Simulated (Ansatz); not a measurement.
# IrS2: the cost of one run

Method: DFT r²SCAN without U, plane waves, PAW, no spin–orbit coupling unless a run says so, in Ansatz 0.2.0.

### Step 1. The system as given

Symmetry: Fm-3m, No. 225, cubic system. Conventional cell: a = 5.932 Å, b = 5.932 Å, c = 5.932 Å, α = 90.00°, β = 90.00°, γ = 90.00°. Ir (site symmetry m-3m) has 8 S at 2.57 Å in its first shell of neighbours. S (site symmetry -43m) is surrounded by 4 Ir at 2.57 Å.

Structure file:

```
Ir S
1.0
     0.00000    2.96599    2.96599
     2.96599    0.00000    2.96599
     2.96599    2.96599    0.00000
Ir S
1 2
Direct
  0.00000 0.00000 0.00000
  0.25000 0.25000 0.25000
  0.75000 0.75000 0.75000
```

Magnetic order typed: ferromagnetic.

An earlier series on this cell reached its lowest free state from «from atoms, symmetry kept, no search», perhaps among other starts (it ended with site moments under 0.05 μB).

### Step 2. From atoms, default search

File input.yaml:

```yaml
crystal:
  lattice:
    - [0.0, 2.9659919, 2.9659919]
    - [2.9659919, 0.0, 2.9659919]
    - [2.9659919, 2.9659919, 0.0]
  atoms:
    - { symbol: Ir, position: [0.0, 0.0, 0.0], spin: 5.0 }
    - { symbol: S, position: [0.25, 0.25, 0.25] }
    - { symbol: S, position: [0.75, 0.75, 0.75] }
basis:
  ecutwfc: 500
  ecutrho_ratio: 4
kpoints:
  mp_grid: { grid: [6, 6, 6] }
hamiltonian:
  xc: r2scan
scf:
  occupations: { method: gaussian, width: 0.05 }
output:
  forces: true
  stress: true
  eigenvalues: true
  populations: true
  hubbard: { sites: [{ site: 0, l: d }] }
  write_density: true
  write_potential: true
  elf: true
  volumetric_format: npy
magnetization:
  spin_polarized: true
```

On the command line:

```bash
$ ansatz run input.yaml --threads 4 --pin off --max-ram 6144MiB --backend cpu --events-out ev --progress --plain --runs-dir out
```

Q: Estimate wall time and peak memory on 4 threads of Arm Neoverse N1, shared host.

About 5.6 s, with a peak of 0.54 GiB.
